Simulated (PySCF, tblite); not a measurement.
**C₉H₈ClN: geometry, infrared bands and NMR shifts**

Wanted: the infrared bands and NMR shifts of C₉H₈ClN (`Cn1ccc2ccc(Cl)cc21`), by calculation.

The runs use tblite 0.8.0 and PySCF 2.14.0, with density-fitted response routines of our own; the level of theory stands in each step. All values are computed, except where a source is named. Atoms are numbered from 0 throughout.

### Step 1. The molecule as given

19 atoms, charge 0, multiplicity 1; geometry from: force field or distance geometry start.

Bonds of the start (Å): C0–N1 1.48, N1–C2 1.34, C2–C3 1.40, C3–C4 1.40, C4–C5 1.38, C5–C6 1.37, C6–C7 1.37, C7–Cl8 1.77, C7–C9 1.37, C9–C10 1.38, C10–N1 1.35, C10–C4 1.38, C0–H11 1.12, C0–H12 1.08, C0–H13 1.13, C2–H14 1.08, C3–H15 1.07, C5–H16 1.08, C6–H17 1.08, C9–H18 1.09.

### Step 2. Geometry optimisation with GFN2-xTB

Job settings and geometry (Å):

```
{"job": {"kind": "relax", "xc": "GFN2-xTB", "basis": "xTB"}, "charge": 0, "multiplicity": 1}
C      2.486400    -0.923000    -0.288500
N      1.424000     0.111200    -0.225300
C      1.610100     1.429900    -0.340900
C      0.367000     2.059100    -0.222100
C     -0.567000     1.041300     0.008200
C     -1.934500     1.017600     0.198100
C     -2.650800    -0.137000     0.392300
C     -1.955600    -1.319100     0.392700
Cl    -2.843000    -2.836400     0.636200
C     -0.597500    -1.308500     0.192900
C      0.120800    -0.151600    -0.007800
H      2.732600    -1.322800     0.723400
H      3.362300    -0.541500    -0.793100
H      1.994600    -1.769800    -0.850400
H      2.545400     1.946500    -0.519200
H      0.124900     3.099100    -0.248200
H     -2.484500     1.950400     0.212100
H     -3.722900    -0.104800     0.548200
H     -0.022100    -2.231400     0.183900
```

The run is started by

```bash
OMP_NUM_THREADS=1 python probes_run.py task.json out
```

One launch serves the whole session: the jobs run in the order shown.

**Question.** This job is followed by: GFN2-xTB harmonic vibrations, gas phase; GIAO PBE0/pcSseg-1 NMR shielding, non-relativistic, gas phase. Predict these results of the whole session: strongest single infrared mode (GFN2-xTB); zero-point energy (GFN2-xTB); 13C shifts against TMS (PBE0/pcSseg-1); 1H shifts against TMS (PBE0/pcSseg-1, means over atoms taken as alike); 15N shifts against NH3 (PBE0/pcSseg-1); 35Cl shifts against HCl (PBE0/pcSseg-1).

**Answer**, as computed:

| quantity | value |
| --- | --- |
| strongest single infrared mode (GFN2-xTB) | 1445 cm⁻¹, 91 km/mol |
| zero-point energy (GFN2-xTB) | 90.2 kcal/mol |
| 13C shifts against TMS (PBE0/pcSseg-1) | 140.6, 138.2, 133.2, 133.1, 126.8, 126.2, 113.4, 106.7, 34.4 ppm |
| 1H shifts against TMS (PBE0/pcSseg-1, means over atoms taken as alike) | 7.89, 7.43, 7.43, 6.91, 6.67, 3.86 ppm |
| 15N shifts against NH3 (PBE0/pcSseg-1) | 150.3 ppm |
| 35Cl shifts against HCl (PBE0/pcSseg-1) | 225 ppm |

In words: Over 84 steps the energy fell by 0.426 eV; of the close pairs, C0–N1 changed most, 1.484 to 1.434 Å. All 51 modes are real, so the xTB geometry is a minimum. The strongest single mode, at 1445 cm⁻¹, is spread over many atoms; the largest shares are those of N1, C10, C4. Unscaled tight-binding wavenumbers are off by several per cent, some by more. Its intensities can rank the bands wrongly. At PBE0/pcSseg-1: Shielding is most anisotropic at Cl8 (span 457 ppm, paramagnetic term -420 ppm). NICS(1)zz of -28 ppm above the planar ring from N1 marks a diatropic (aromatic) ring current. NICS(1)zz of -28 ppm above the planar ring from C4 marks a diatropic (aromatic) ring current.
